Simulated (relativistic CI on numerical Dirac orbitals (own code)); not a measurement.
# Ions of lead: ground levels and radial parameters

Aim: one configuration for each member; how do the lowest level, the moment, the spin-orbit parameter and the size of the open shell change?

The numbers are computed with relativistic CI on numerical Dirac orbitals (own code) version 3 (Dirac-Coulomb-Breit CI, KLI orbitals optimised for each configuration, model QED (radiative potential, 1s self-energy scaled to tabulated hydrogen-like ionisation energies), valence Slater integrals scaled by 0.9), except any that are marked as measured or tabulated.

### 1 The atom as given

```
members      : Pb⁷³⁺ [He] 2s2 2p5, Pb⁷⁴⁺ [He] 2s2 2p4, Pb⁷⁵⁺ [He] 2s2 2p3, Pb⁷⁶⁺ [He] 2s2 2p2
Slater scale : 0.9
```

### 2 Pb⁷³⁺, [He] 2s2 2p5

Settings of the run:

```ini
atom Pb  Z=82  charge=73  electrons=9
nucleus A=208  rms_radius_fm=5.5012
hamiltonian dirac-coulomb  breit=on  qed=on  c_scale=1
orbitals kli  potential=per-configuration
slater_scale 0.9
correlation none
mixing on
configurations
  [He] 2s2 2p5
end
```

Launch:

```
$ python run_levels.py task.json out
```

One command runs all members of the session, one after another, from task.json.

### 3 Pb⁷⁴⁺, [He] 2s2 2p4

Settings of the run:

```ini
atom Pb  Z=82  charge=74  electrons=8
nucleus A=208  rms_radius_fm=5.5012
hamiltonian dirac-coulomb  breit=on  qed=on  c_scale=1
orbitals kli  potential=per-configuration
slater_scale 0.9
correlation none
mixing on
configurations
  [He] 2s2 2p4
end
```

### 4 Pb⁷⁵⁺, [He] 2s2 2p3

Settings of the run:

```ini
atom Pb  Z=82  charge=75  electrons=7
nucleus A=208  rms_radius_fm=5.5012
hamiltonian dirac-coulomb  breit=on  qed=on  c_scale=1
orbitals kli  potential=per-configuration
slater_scale 0.9
correlation none
mixing on
configurations
  [He] 2s2 2p3
end
```

### 5 Pb⁷⁶⁺, [He] 2s2 2p2

Settings of the run:

```ini
atom Pb  Z=82  charge=76  electrons=6
nucleus A=208  rms_radius_fm=5.5012
hamiltonian dirac-coulomb  breit=on  qed=on  c_scale=1
orbitals kli  potential=per-configuration
slater_scale 0.9
correlation none
mixing on
configurations
  [He] 2s2 2p2
end
```

(Steps that only read results are left out.)

Before running it: what results should come out? Wanted: lowest levels; largest moment; ζ, first and last; <r>, first and last.

As calculated:

| quantity | value |
| --- | --- |
| lowest levels | Pb⁷³⁺ 2P°3/2, Pb⁷⁴⁺ 3P2, Pb⁷⁵⁺ 2P°3/2 + 2D°, Pb⁷⁶⁺ 3P0 |
| largest moment | 3.17 μB (Pb⁷⁴⁺) |
| ζ, first and last | 2p 1.21e+07, 2p 1.25e+07 cm⁻¹ |
| <r>, first and last | 2p 0.0593, 2p 0.0583 bohr |

In words: The 2p shell shrinks from 0.0593 to 0.0583 bohr as electrons are stripped. Spin-orbit coupling grows 1.0-fold. The largest moment belongs to Pb⁷⁴⁺. For Pb⁷⁴⁺, Pb⁷⁵⁺, Pb⁷⁶⁺ the LS label holds under 70 % of the lowest level: spin-orbit coupling mixes terms.
